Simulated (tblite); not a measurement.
# C4H12GeSi: the cost of one run

Programs: tblite 0.8.0 and PySCF 2.14.0, with density-fitted response routines of our own. Each step states its level of theory. These are calculated values for one molecule in the gas phase, unless marked as measured. Atoms are numbered from 0 throughout.

### Step 1. The molecule as given

18 atoms, charge 0, multiplicity 1; geometry from: force field or distance geometry start.

Bonds of the start (Å): C0–C1 1.52, C1–C2 1.53, C2–C3 1.51, C3–Si4 1.88, Si4–Ge5 2.31, C3–C1 1.53, C0–H6 1.12, C0–H7 1.12, C0–H8 1.11, C1–H9 1.12, C2–H10 1.12, C2–H11 1.12, C3–H12 1.13, Si4–H13 1.46, Si4–H14 1.48, Ge5–H15 1.53, Ge5–H16 1.56, Ge5–H17 1.56.

### Step 2. Relaxing the molecule with GFN2-xTB

The job: settings as JSON, then the geometry in Å.

```
{"job": {"kind": "relax", "xc": "GFN2-xTB", "basis": "xTB"}, "charge": 0, "multiplicity": 1}
C     -1.219600    -0.118900    -1.360700
C     -1.382000    -0.786000    -0.001400
C     -1.803200     0.119200     1.151800
C     -0.393400    -0.425600     1.115300
Si     0.942800     0.869600     0.856900
Ge     2.697200    -0.068800    -0.325100
H     -2.122800    -0.346200    -1.976100
H     -1.133500     0.992600    -1.292300
H     -0.331000    -0.528500    -1.875400
H     -1.781900    -1.826700     0.059700
H     -1.926000     1.197000     0.891200
H     -2.482400    -0.372100     1.890000
H     -0.226000    -1.240300     1.875300
H      1.437400     1.323700     2.156800
H      0.428900     2.051900     0.126600
H      2.219100    -0.505800    -1.716500
H      3.838900     0.979700    -0.465800
H      3.228600    -1.308500     0.451400
```

Started as:

```bash
$ OMP_NUM_THREADS=1 python probes_run.py task.json out
```

The driver reads the jobs from task.json and runs them one after another.

Q: Estimate the wall time and peak memory of this first job on 1 thread of Intel Xeon at 2.50GHz, shared host.

About 4.6 s, with a peak of 0.18 GiB.
